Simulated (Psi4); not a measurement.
# B3LYP/aug-cc-pVTZ (density fitting, sweep point 11) run of GaH3Cl− ([GaClH3]-)

Aim: the vertical ionisation energy of GaH3Cl− ([GaClH3]-) at B3LYP/aug-cc-pVTZ (density fitting, sweep point 11), from 2 runs. 

The results are computed with Psi4 1.11.

## 1. The system as given

GaH3Cl−: 5 atoms, total charge -1, spin state singlet. As SMILES, `[H][Ga-]([H])([H])[Cl]`. Geometry: a GFN2-xTB relaxation, a rough one for these elements and not checked as a minimum.

Bond lengths: Ga1–Cl2 2.091 Å, Ga1–H3 1.572 Å, Ga1–H4 1.573 Å, Ga1–H5 1.572 Å. Angles: Cl2–Ga1–H3 109.8°, Cl2–Ga1–H4 109.1°, Cl2–Ga1–H5 109.3°, H3–Ga1–H4 109.5°, H3–Ga1–H5 109.7°, H4–Ga1–H5 109.4°.

## 2. The energy at B3LYP/aug-cc-pVTZ (density fitting, sweep point 11)

The input, calc.in:

```
memory 1600 mb

molecule {
  -1 1
  Ga     0.00519675    -0.00175745    -0.19768425
  Cl     0.01424853    -0.03369382     3.75303388
  H      2.79834424     0.02254443    -1.21072863
  H     -1.41455449     2.43217201    -1.14732832
  H     -1.40321613    -2.41926518    -1.19729268
  units au
  symmetry c1
}

set {
  reference            rks
  puream               true
  scf_type             df
  dft_radial_points    99
  dft_spherical_points 590
}

E, wfn = energy("b3lyp/aug-cc-pVTZ", return_wfn=True)
```

Command:

```
psi4 -n 1 calc.in calc.out
```

calc.out:

```text
[...]
  Running in c1 symmetry.
[...]
  Nuclear repulsion =  174.280749125555189
[...]
  Multiplicity = 1
[...]
  Nalpha       = 26
  Nbeta        = 26
[...]
    Number of basis functions: 178
[...]
   @DF-RKS iter   1: -2384.98732188343411   -1.25480e+00   1.44375e-02 ADIIS/DIIS
[...]
   @DF-RKS iter   9: -2387.07321500573380   -9.72332e-08   3.21082e-07 DIIS
[...]
    Orbital Energies [Eh]
    ---------------------
    Doubly Occupied:
       1A   -372.341099     2A   -101.337732     3A    -45.704631
       4A    -40.456317     5A    -40.455664     6A    -40.455653
       7A     -9.245741     8A     -7.004981     9A     -7.001585
      10A     -7.001579    11A     -5.275319    12A     -3.559417
      13A     -3.555865    14A     -3.555852    15A     -0.644333
      16A     -0.614399    17A     -0.614383    18A     -0.609198
      19A     -0.609172    20A     -0.583062    21A     -0.267173
      22A     -0.147793    23A     -0.145690    24A     -0.145607
      25A     -0.079379    26A     -0.078782
[...]
  @DF-RKS Final Energy: -2387.07321500573380
   => Energetics <=
    Nuclear Repulsion Energy =            174.2807491255551895
    One-Electron Energy =               -3680.2940191156089895
    Two-Electron Energy =                1203.2249452075873251
    DFT Exchange-Correlation Energy =     -84.2848902232678370
    Empirical Dispersion Energy =           0.0000000000000000
    VV10 Nonlocal Energy =                  0.0000000000000000
    Total Energy =                      -2387.0732150057342551
[...]
 Multipole Moments:
 ------------------------------------------------------------------------------------
     Multipole            Electronic (a.u.)      Nuclear  (a.u.)        Total (a.u.)
 ------------------------------------------------------------------------------------
 L = 1.  Multiply by 2.5417464519 to convert [e a0] to [Debye]
 Dipole X            :          0.0253946           -0.0152881            0.0101065
 Dipole Y            :         -0.0198004            0.0109330           -0.0088674
 Dipole Z            :          0.6159954           -0.2747621            0.3412333
 Magnitude           :                                                    0.3414981
[...]
```

Run time: 18 s. Hardware: 1 thread of Intel Xeon 6975P-C (Granite Rapids), shared host; peak memory 1.4 GiB.

## 3. Doublet neutral GaH3Cl

The input, calc.dat:

```
memory 1.6 GB

molecule system {
  0 2
  Ga     0.00519675    -0.00175745    -0.19768425
  Cl     0.01424853    -0.03369382     3.75303388
  H      2.79834424     0.02254443    -1.21072863
  H     -1.41455449     2.43217201    -1.14732832
  H     -1.40321613    -2.41926518    -1.19729268
  units bohr
  symmetry c1
}

set {
  basis                aug-cc-pVTZ
  reference            uks
  puream               true
  scf_type             df
  dft_radial_points    99
  dft_spherical_points 590
  maxiter              150
}

energy('b3lyp')
print_variables()
```

Command:

```
psi4 calc.dat calc.out -n 1
```

calc.out:

```text
[...]
  Running in c1 symmetry.
[...]
  Nuclear repulsion =  174.280749125555189
[...]
  Multiplicity = 2
[...]
  Nalpha       = 26
  Nbeta        = 25
[...]
    Number of basis functions: 178
[...]
   @DF-UKS iter   1: -2384.81921162381923   -1.08669e+00   1.44409e-02 ADIIS/DIIS
[...]
   @DF-UKS iter  18: -2386.91091668198533   -3.45913e-07   7.70975e-07 DIIS
[...]
   @S^2 Observed:                7.586284047E-01
[...]
    Orbital Energies [Eh]
    ---------------------
    Alpha Occupied:
       1A   -372.587299     2A   -101.574668     3A    -45.951129
       4A    -40.703681     5A    -40.702069     6A    -40.701405
       7A     -9.480564     8A     -7.241589     9A     -7.238429
      10A     -7.234444    11A     -5.520879    12A     -3.805823
      13A     -3.802686    14A     -3.799187    15A     -0.882075
      16A     -0.863665    17A     -0.858062    18A     -0.855109
      19A     -0.853766    20A     -0.818500    21A     -0.513931
      22A     -0.396592    23A     -0.373739    24A     -0.364197
      25A     -0.338091    26A     -0.304824
    Alpha Virtual:
[...]
  @DF-UKS Final Energy: -2386.91091668198533
   => Energetics <=
    Nuclear Repulsion Energy =            174.2807491255551895
    One-Electron Energy =               -3668.0766868633968443
    Two-Electron Energy =                1190.9337453520395229
    DFT Exchange-Correlation Energy =     -84.0487242961834227
    Empirical Dispersion Energy =           0.0000000000000000
    VV10 Nonlocal Energy =                  0.0000000000000000
    Total Energy =                      -2386.9109166819853272
[...]
 Multipole Moments:
 ------------------------------------------------------------------------------------
     Multipole            Electronic (a.u.)      Nuclear  (a.u.)        Total (a.u.)
 ------------------------------------------------------------------------------------
 L = 1.  Multiply by 2.5417464519 to convert [e a0] to [Debye]
 Dipole X            :         -0.1999522           -0.0152881           -0.2152404
 Dipole Y            :          0.3053506            0.0109330            0.3162836
 Dipole Z            :         -0.0503404           -0.2747621           -0.3251025
 Magnitude           :                                                    0.5020512
[...]
```

Run time: 46 s. Hardware: 1 thread of Intel Xeon 6975P-C (Granite Rapids), shared host; peak memory 1.4 GiB.

## 4. Outcome

Level: B3LYP/aug-cc-pVTZ (density fitting, sweep point 11).

```
                                                              quantity           value
                                         singlet GaH3Cl−: total energy  -2387.07322 Eh
                                          singlet GaH3Cl−: HOMO energy        -2.14 eV
                                          singlet GaH3Cl−: LUMO energy         2.59 eV
singlet GaH3Cl−: HOMO–LUMO gap (to an unbound level, set by the basis)         4.73 eV
                                  doublet neutral GaH3Cl: total energy  -2386.91092 Eh
                                 doublet neutral GaH3Cl: dipole moment          1.28 D
            doublet neutral GaH3Cl: HOMO energy (highest over α and β)        -7.81 eV
             doublet neutral GaH3Cl: LUMO energy (lowest over α and β)        -6.72 eV
                                          doublet neutral GaH3Cl: ⟨S²⟩           0.759
                   vertical detachment energy (to the doublet neutral)        4.416 eV
```

What this shows: Removing an electron at fixed nuclei costs 4.42 eV (426 kJ/mol). −ε(HOMO) before ionisation, 2.14 eV, is 2.27 eV below this ionisation energy.
